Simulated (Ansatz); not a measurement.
**SnTe (Fm-3m): relaxation of cell and ions in Python**

Wanted for SnTe (Fm-3m): a relaxation of cell and ions.

The COD entry's cell or inner coordinates are ideal or old and differ from later refinements, so a difference from it is no clean test against experiment.

Computed with Ansatz 0.2.0, driven from Python. Level of theory: DFT LDA, plane waves, PAW.

### Step 1. The structure

Symmetry: Fm-3m, No. 225, cubic system. Conventional cell: a = 6.302 Å, b = 6.302 Å, c = 6.302 Å, α = 90.00°, β = 90.00°, γ = 90.00°. Sn (site symmetry m-3m) has 6 Te at 3.15 Å as nearest neighbours. Te (site symmetry m-3m) is surrounded by 6 Sn at 3.15 Å.

snte.cif, read by the script:

```cif
data_SnTe
_cell_length_a 4.455975
_cell_length_b 4.455975
_cell_length_c 4.455975
_cell_angle_alpha 60.00000
_cell_angle_beta 60.00000
_cell_angle_gamma 60.00000
_symmetry_space_group_name_H-M 'P 1'
_symmetry_Int_Tables_number 1
loop_
_symmetry_equiv_pos_as_xyz
'x, y, z'
loop_
_atom_site_label
_atom_site_type_symbol
_atom_site_fract_x
_atom_site_fract_y
_atom_site_fract_z
Sn1 Sn    0.000000    0.000000    0.000000
Te2 Te    0.500000    0.500000    0.500000
```

### Step 2. The code

Contents of snte_vcrelax.py:

```python
"""Relax cell and ions of SnTe."""

from collections import Counter
from collections import defaultdict
import json

import ansatz as az
from ase.io import read
import matplotlib.pyplot as plt
import numpy as np
from pymatgen.core import Structure

def edges_and_angles(cell):
    cell = np.asarray(cell)
    a, b, c = np.linalg.norm(cell, axis=1)
    cosines = cell[1] @ cell[2] / (b * c), cell[0] @ cell[2] / (a * c), cell[0] @ cell[1] / (a * b)
    return (a, b, c, *np.degrees(np.arccos(cosines)))

atoms = read("snte.cif")
cell = az.Crystal.from_ase(atoms)

# only the volume may change
setup = (
    cell.calculation()
    .functional("lda")
    .kpoints(4, 4, 4)
    .occupations("fixed")
    .relax(force_tolerance=0.02, fix_cell=["shape"], stress_tolerance=0.05)
    .density_of_states(energy_step=0.05, projected=True)
)
outcome = setup.run(events_out="events.ndjson")
with open("events.ndjson") as stream:
    events = [json.loads(line) for line in stream]
steps = [e["data"] for e in events if e["event"] == "relax_step"]
report = outcome.report
for s in steps:
    flag = "" if s["accepted"] else "  (rejected)"
    print("step %2d  E = %.5f eV  largest force component = %.4f eV/A%s" % (s["step"], s["lagrangian_ev"], s["allowed_force_max_ev_ang"], flag))

first, last = steps[0], steps[-1]
symbols = [site.symbol for site in outcome.lattice.sites]
print(f"energy gained {first['lagrangian_ev'] - last['lagrangian_ev']:.4f} eV in {len(steps) - 1} steps")
for label, vectors in (("before", first["cell_ang"]), ("after", outcome.lattice.cell_ang)):
    print(label, "a b c (A) {:.4f} {:.4f} {:.4f}  angles {:.2f} {:.2f} {:.2f}".format(*edges_and_angles(vectors)), f" V = {abs(np.linalg.det(vectors)):.3f} A^3")
print("final stress xx yy zz (GPa, compression positive):", np.round(np.diag(report["stress_gpa"]), 3) + 0.0)

fig, (top, bottom) = plt.subplots(2, 1, sharex=True, figsize=(4.5, 4))
top.plot([s["lagrangian_ev"] - last["lagrangian_ev"] for s in steps], "o-")
top.set_ylabel("E - E(final) (eV)")
bottom.semilogy([max(s["allowed_force_max_ev_ang"], 1e-6) for s in steps], "s-")
bottom.set(xlabel="step", ylabel="largest force (eV/A)")
fig.tight_layout()
fig.savefig("relax.png", dpi=100)

print("atom   start x y z (A)              end x y z (A)")
for symbol, a, b in zip(symbols, first["positions_ang"], last["positions_ang"]):
    print(f"{symbol:3s}", " ".join(f"{v:8.4f}" for v in a), "  ", " ".join(f"{v:8.4f}" for v in b))

change = np.array(last["positions_ang"]) @ np.linalg.inv(last["cell_ang"]) - np.array(first["positions_ang"]) @ np.linalg.inv(first["cell_ang"])
moved = np.linalg.norm(change @ np.array(last["cell_ang"]), axis=1)
print("displacement within the cell, strain taken out (A):", " ".join(f"{s}:{d:.3f}" for s, d in zip(symbols, moved)))

for key in ("converged", "n_iterations", "n_electrons", "n_kpoints", "n_pw", "n_symmetry_ops", "free_energy_ev", "fermi_energy_ev"):
    print(f"{key:18s} {report[key]}")

final = Structure(outcome.lattice.cell_ang, [s.symbol for s in outcome.lattice.sites], [s.position_frac for s in outcome.lattice.sites])
# first shell of each atom, within 15 % of its shortest distance
for index, site in enumerate(final):
    near = final.get_neighbors(site, 4.5)
    edge = 1.15 * min(n.nn_distance for n in near)
    shell = Counter((round(n.nn_distance, 2), n.specie.symbol) for n in near if n.nn_distance < edge)
    print(f"{index:2d} {site.specie.symbol:2s}", ", ".join(f"{count} {symbol} at {d:.2f}" for (d, symbol), count in sorted(shell.items())))

dos = outcome.density_of_states()
energy = np.asarray(dos.energies_ev) - dos.fermi_ev
projected = outcome.projected_density_of_states()
by_shell = defaultdict(float)
for site in projected.sites:
    for shell in site.shells:
        for part in shell.curves:
            by_shell[f"{site.species} {'spdf'[shell.l]}"] += np.sum(part.g_bin_mean_per_ev, axis=0)
print("E - E_F  " + " ".join(f"{name:>7s}" for name in by_shell))
for e in np.arange(-6, 6 + 0.1, 1.0):
    print(f"{e:7.1f}  " + " ".join(f"{np.interp(e, energy, curve):7.3f}" for curve in by_shell.values()))
```

### Step 3. The calls as engine input

The engine receives this input:

```yaml
crystal:
  lattice:
    - [4.455975, 0.0, 0.0]
    - [2.2279875000000002, 3.8589875486283636, 0.0]
    - [2.2279875000000002, 1.2863291828761214, 3.638288352199423]
  atoms:
    - { symbol: Sn, position: [0.0, 0.0, 0.0] }
    - { symbol: Te, position: [0.5000000000000002, 0.49999999999999983, 0.5] }
kpoints:
  mp_grid:
    grid: [4, 4, 4]
hamiltonian:
  xc: lda
scf:
  occupations:
    method: fixed
relax:
  f_tol: 0.02
  cell:
    stress_tol: 0.05
    fix: [shape]
output:
  dos:
    de: 0.05
    projected: true
```

### Step 4. Running it

The run is started by

```sh
$ python snte_vcrelax.py
```

**Question.** What results will this script give? Wanted: free energy; moves of the relaxation; energy gained; last largest force component; relaxed conventional cell; space group at the end.

**Answer**, as computed:

```
                                         quantity                                                                      value
                                      free energy                                        -12707.2905 eV (-6353.6453 eV/atom)
                          moves of the relaxation                                                                          3
energy gained (ahead of the last change of basis)                                                              10.5 meV/atom
                     last largest force component                                                                0.0000 eV/Å
                        relaxed conventional cell  a = 6.206 Å, b = 6.206 Å, c = 6.206 Å, α = 90.00°, β = 90.00°, γ = 90.00°
                           space group at the end                                                                      Fm-3m
```

Over 3 moves the cell shrank by 4.5 % in volume, and the space group stayed Fm-3m. What to keep in mind:
- Forces vanish by symmetry, so the ions can't move, and the end may be a saddle.
- With fixed filling the reported Fermi level is the top filled level among the k-points of the SCF.
- Energy and stress may still move on a finer k-point mesh.
- The zero of the levels is a convention of the potentials, so an absolute Fermi energy is no work function.
- Projections exist only for the shells that the potentials hold, some of them semicore, and samples at single energies can miss narrow peaks.
- Energies along a relaxation are free energies. Rows at an unchanged volume are solved on a plane-wave basis chosen afresh for that cell, so the energy jumps there and such rows are no steps of the walk.
- Edges and angles that the script prints are those of the cell as typed, here a primitive one.
- Of the deposited cell: the entry's cell lengths or inner coordinates differ somewhat from later room-temperature determinations.
- The crystal has a gap of about 0.23 eV on the mesh; bins of finite width blur the band edges.
- The computed bands are complete only to about 4.0 eV above the Fermi level; beyond that the density of states is undercounted.
